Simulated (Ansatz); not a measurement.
# C₂H₆BNOS: up Jacob's ladder to CCSD(T)

The task here is to estimate one member of a computed series from the others.

Computed with Ansatz 0.2.0, Gaussian basis. Level: functionals in def2-TZVPP, the program's frozen cores in correlated methods.

Plan: PBE-D4, r2SCAN-D4, PBE0-D4, B3LYP-D4, ωB97X-V, ωB97M-V, B2PLYP; CCSD(T)/def2-TZVPP; MP2/def2-QZVPP; extrapolation to the limit.

## Structure used throughout

All runs share one geometry, relaxed beforehand with PBE0-D4 in a triple-zeta def2 set.

SMILES `C=C(N)SBO`, 12 atoms, charge 0, spin multiplicity 1.

Atoms are counted from 1 here; the program's logs count them from 0.

Bond lengths: C1–C2 1.331 Å, C1–H7 1.085 Å, C1–H8 1.080 Å, C2–N3 1.404 Å, C2–S4 1.771 Å, N3–H9 1.012 Å, N3–H10 1.012 Å, S4–B5 1.827 Å, B5–O6 1.341 Å, B5–H11 1.195 Å, O6–H12 0.976 Å. Angles: C2–C1–H7 120.9°, C2–C1–H8 120.9°, H7–C1–H8 118.2°, C1–C2–N3 124.3°, C1–C2–S4 120.9°, N3–C2–S4 114.8°, C2–N3–H9 112.8°, C2–N3–H10 112.9°, H9–N3–H10 110.9°, C2–S4–B5 103.4°, S4–B5–O6 124.9°, S4–B5–H11 114.6°, O6–B5–H11 120.5°, B5–O6–H12 111.4°.

Set-up of the first run:

The input, in.yaml:

```yaml
crystal:
  periodic: [false, false, false]
  atoms:
    - {symbol: C, position_ang: [-0.002261, -2.012297, 0.191994]}
    - {symbol: C, position_ang: [0.126128, -0.755673, -0.227011]}
    - {symbol: N, position_ang: [1.274333, 0.028582, -0.036118]}
    - {symbol: S, position_ang: [-1.215081, 0.074796, -1.032915]}
    - {symbol: B, position_ang: [-1.294928, 1.684194, -0.172907]}
    - {symbol: O, position_ang: [-0.414759, 2.108821, 0.745649]}
    - {symbol: H, position_ang: [0.838236, -2.544363, 0.624145]}
    - {symbol: H, position_ang: [-0.949298, -2.526410, 0.119870]}
    - {symbol: H, position_ang: [2.049814, -0.497777, 0.344594]}
    - {symbol: H, position_ang: [1.553129, 0.528024, -0.871181]}
    - {symbol: H, position_ang: [-2.217849, 2.373034, -0.492715]}
    - {symbol: H, position_ang: [0.329534, 1.483869, 0.840596]}
basis:
  gaussian: {orbitals: def2-TZVPP}
hamiltonian: {xc: pbe, dispersion: d4}
output: {forces: true, orbitals: {seedname: orbitals}}
```

The run is started by

```bash
> ansatz run in.yaml --threads 4 --pin off --events-out ev --progress --plain --max-ram 10444MiB
```

Steps of the session up to this table: PBE-D4 (GGA); r2SCAN-D4 (meta-GGA); PBE0-D4 (hybrid); B3LYP-D4 (hybrid); ωB97X-V (range-separated); ωB97M-V (range-separated); B2PLYP (double hybrid); CCSD(T) in def2-TZVPP; MP2 in def2-QZVPP.

One of the session's tables, all rows but one given; the rest of the session is left out.

It belongs to the step «Atomisation energies». 

| method | atomisation energy (kJ/mol) |
| --- | --- |
| PBE-D4 | 4936.5 |
| r2SCAN-D4 | 4804.1 |
| PBE0-D4 | 4815.9 |
| B3LYP-D4 | 4789.8 |
| ωB97X-V | 4786.7 |
| ωB97M-V | 4805.1 |
| B2PLYP | 4731.6 |
| HF/def2-TZVPP | 3369.4 |
| MP2/def2-TZVPP | 4745.2 |
| CCSD/def2-TZVPP | 4539.1 |
| CCSD(T)/def2-TZVPP | 4629.9 |
| MP2/CBS | 4880.3 |
| CCSD(T)/CBS | ? |

Estimate the missing values for CCSD(T)/CBS.

**Answer.** atomisation energy (kJ/mol): 4765.1. In the column «atomisation energy (kJ/mol)» it lies between MP2/def2-TZVPP (4745.2) and ωB97X-V (4786.7).

Limits of these values: Free atoms (2 C, 1 N, 1 S, 1 B, 1 O, 6 H) were run apart at each level; the atomisation energy is their sum less the molecule, without zero-point or spin-orbit terms.
